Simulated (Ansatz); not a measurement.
# ZnSe (zincblende type): the cost of one run

Computed with Ansatz 0.2.0 (DFT PBE, with the methods named in each step, unless a step's input says otherwise).

1 further run of the same task is left out (it didn't finish).

### Step 1. The system as given

It takes space group F-43m (No. 216, cubic). The conventional cell has a = 5.760 Å, b = 5.760 Å, c = 5.760 Å, α = 90.00°, β = 90.00°, γ = 90.00°. Zn (site symmetry -43m) has 4 Se at 2.49 Å as nearest neighbours. Se (site symmetry -43m) is surrounded by 4 Zn at 2.49 Å.

Coordinates:

```
CELL_PARAMETERS angstrom
0.00000 2.87982 2.87982
2.87982 0.00000 2.87982
2.87982 2.87982 0.00000
ATOMIC_POSITIONS crystal
Zn 0.00000 0.00000 0.00000
Se 0.25000 0.25000 0.25000
```

Whether this phase is the stable one at these pressures isn't tested.

Atoms are numbered in the order of the input: Zn1, Se2.

### Step 2. Cell relaxed at zero pressure, PAW

input.yaml reads:

```yaml
crystal:
  lattice:
    - [0.0, 2.8798249876, 2.8798249876]
    - [2.8798249876, 0.0, 2.8798249876]
    - [2.8798249876, 2.8798249876, 0.0]
  atoms:
    - { symbol: Zn, position: [0.0, 0.0, 0.0] }
    - { symbol: Se, position: [0.25, 0.25, 0.25] }
kpoints:
  mp_grid: { grid: [11, 11, 11] }
scf:
  occupations: { method: fermi_dirac, width: 0.1 }
hamiltonian:
  xc: pbe
  pseudopotentials: { kind: paw }
output:
  forces: true
  stress: true
relax:
  f_tol: 0.005
  max_steps: 40
  cell: {}
```

Command:

```bash
> ansatz run input.yaml --threads 1 --pin off --max-ram 2048MiB --backend cpu --events-out ev --progress --plain --runs-dir out
```

**Question.** How long does this run take on 1 thread of Intel Xeon Platinum 8488C (Sapphire Rapids), shared host, and how much memory does it need?

About 18 s, with a peak of 0.42 GiB.
